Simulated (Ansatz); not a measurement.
# C2H7AlN: the cost of one run

Method: the settings change from run to run; program: Ansatz 0.2.0, Gaussian basis.

1 further run of the same task is left out (it didn't finish). Runs told in other sessions of the task aren't counted.

**1. The molecule**

An earlier PBE0-D4 in a triple-zeta def2 set relaxation fixed the geometry.

SMILES `[CH2][Al]([CH3])[NH2]`, 11 atoms, charge 0, spin multiplicity 2.

Atoms are counted from 1 here; the program's logs count them from 0.

Bond lengths: C1–Al2 1.927 Å, C1–H5 1.089 Å, C1–H6 1.089 Å, Al2–C3 1.951 Å, Al2–N4 1.774 Å, C3–H7 1.095 Å, C3–H8 1.093 Å, C3–H9 1.094 Å, N4–H10 1.007 Å, N4–H11 1.007 Å. Angles: Al2–C1–H5 124.5°, Al2–C1–H6 124.1°, H5–C1–H6 111.4°, C1–Al2–C3 123.2°, C1–Al2–N4 117.2°, C3–Al2–N4 119.6°, Al2–C3–H7 111.1°, Al2–C3–H8 112.4°, Al2–C3–H9 111.5°, H7–C3–H8 107.3°, H7–C3–H9 106.6°, H8–C3–H9 107.7°, Al2–N4–H10 125.1°, Al2–N4–H11 125.0°, H10–N4–H11 109.9°.

Geometry (Å):

```xyz
11
charge 0, multiplicity 2
C    -1.3114    1.4964   -0.2413
Al   -0.0205    0.0677   -0.1622
C     0.4637   -0.8441    1.4931
N     0.7399   -0.4220   -1.6878
H    -1.6039    2.0130   -1.1548
H    -1.8411    1.8901    0.6251
H    -0.3532   -1.4834    1.8439
H     1.3463   -1.4785    1.3766
H     0.6699   -0.1315    2.2974
H     0.5442   -0.0167   -2.5886
H     1.4315   -1.1479   -1.7809
```

**2. BLYP/cc-pVTZ**

Set apart from the defaults: atoms shaken by 0.08 Å, a grid of angular degree 23, the search for lower states set to full.

in.yaml

```yaml
crystal:
  periodic: [false, false, false]
  atoms:
    - {symbol: C, position_ang: [-1.383163, 1.474667, -0.227127]}
    - {symbol: Al, position_ang: [-0.013205, 0.066220, -0.114672]}
    - {symbol: C, position_ang: [0.341234, -0.874586, 1.526702]}
    - {symbol: N, position_ang: [0.816745, -0.258989, -1.644429]}
    - {symbol: H, position_ang: [-1.570051, 1.969045, -1.177344]}
    - {symbol: H, position_ang: [-1.800544, 1.968531, 0.588630]}
    - {symbol: H, position_ang: [-0.365758, -1.459956, 1.810406]}
    - {symbol: H, position_ang: [1.353746, -1.507730, 1.454676]}
    - {symbol: H, position_ang: [0.592843, -0.095227, 2.342074]}
    - {symbol: H, position_ang: [0.573144, 0.082055, -2.568811]}
    - {symbol: H, position_ang: [1.414887, -1.173970, -1.862990]}
basis:
  gaussian: {orbitals: cc-pVTZ, final_grid: {core_spheres: 8, valence_spheres: 7, degree: 23}}
magnetization: {spin_polarized: true, initial_magnetization: 1}
hamiltonian: {xc: {name: BLYP}}
scf: {lower_state_search: full}
```

Launch:

```
ansatz run in.yaml --threads 4 --pin off --events-out ev --progress --plain --max-ram 10444MiB
```

**Question.** How long does this run take on 4 threads of Arm Neoverse V1, shared host, and how much memory does it need?

About 6.5 s, with a peak of 0.59 GiB.
